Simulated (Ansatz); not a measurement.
# CHBr2I: the cost of one run

Program: Ansatz 0.2.0, Gaussian basis. Level of theory: the settings change from run to run. These are calculated values, not measurements.

## 1. The geometry

The structure was relaxed beforehand with PBE0-D4 in a triple-zeta def2 set. I takes a core potential in def2 sets; no spin-orbit term is included.

5 atoms, charge 0, spin multiplicity 1.

Atoms are counted from 1 here; the program's logs count them from 0.

Bond lengths: Br1–C2 1.921 Å, C2–Br3 1.921 Å, C2–I4 2.133 Å, C2–H5 1.083 Å. Angles: Br1–C2–Br3 111.8°, Br1–C2–I4 112.2°, Br1–C2–H5 107.0°, Br3–C2–I4 112.2°, Br3–C2–H5 107.0°, I4–C2–H5 106.3°.

## 2. r2SCAN0/def2-SVP

This run has multiplicity 3, a point charge of 0.50 e beside it.

File in.yaml:

```yaml
crystal:
  periodic: [false, false, false]
  atoms:
    - {symbol: Br, position_ang: [-0.516912, 0.449525, 1.766709]}
    - {symbol: C, position_ang: [0.108168, 0.076456, -0.011557]}
    - {symbol: Br, position_ang: [1.221490, -1.488762, -0.063927]}
    - {symbol: I, position_ang: [-1.488996, -0.024524, -1.421335]}
    - {symbol: H, position_ang: [0.726051, 0.913705, -0.311289]}
basis:
  gaussian: {orbitals: def2-SVP, point_charges: [{charge: 0.50, position_ang: [4.530, -0.325, -0.625]}]}
magnetization: {spin_polarized: true, initial_magnetization: 2}
hamiltonian: {xc: {name: r2SCAN0}}
```

Run with:

```bash
$ ansatz run in.yaml --threads 4 --pin off --events-out ev --progress --plain --max-ram 10444MiB
```

**Question.** How long does this run take on 4 threads of Arm Neoverse V2, shared host, and how much memory does it need?

About 14 s, with a peak of 0.6 GiB.
